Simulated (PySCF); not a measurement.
# C6H5F: the cost of one run

Programs: PySCF 2.14.0, with density-fitted response routines of our own. Each step states its level of theory. These are calculated values for one molecule in the gas phase, unless marked as measured. Atoms are numbered from 0 throughout.

## 1. The starting structure

12 atoms, charge 0, multiplicity 1; geometry from: GFN2-xTB. The atoms were then displaced at random by about 0.01 Å, so the start is not that level's minimum.

Bonds of the start (Å): C0–C1 1.30, C1–C2 1.31, C2–C3 1.36, C3–C4 1.24, C4–C5 1.45, C5–F6 1.38, C0–H7 1.07, C0–H8 1.09, C2–H9 1.10, C5–H10 1.09, C5–H11 1.09.

## 2. Optimising the geometry at PBE0-D3(BJ)/def2-SVP

What the job is given:

```
{"job": {"xc": "PBE0", "basis": "def2-SVP", "d3": "d3bj", "grid": 1, "shake": 0.01, "kind": "geom"}, "charge": 0, "multiplicity": 1}
C      2.956100    -0.120790    -1.068590
C      2.015000    -0.344540    -0.197770
C      1.082660    -0.594050     0.689490
C     -0.213810    -0.206490     0.548270
C     -1.397070     0.120010     0.404180
C     -2.792760     0.503930     0.310070
F     -3.492170     0.090700     1.421430
H      3.172890    -0.780040    -1.876620
H      3.520570     0.815030    -1.025780
H      1.345070    -1.120130     1.623360
H     -2.905890     1.586830     0.258000
H     -3.250910     0.021280    -0.550950
```

Launch:

```sh
> OMP_NUM_THREADS=1 python probes_run.py task.json out
```

The driver reads the jobs from task.json and runs them one after another.

Q: Estimate the wall time and peak memory of this first job on 1 thread of Arm Neoverse V2, shared host.

About 40 s, with a peak of 0.49 GiB.
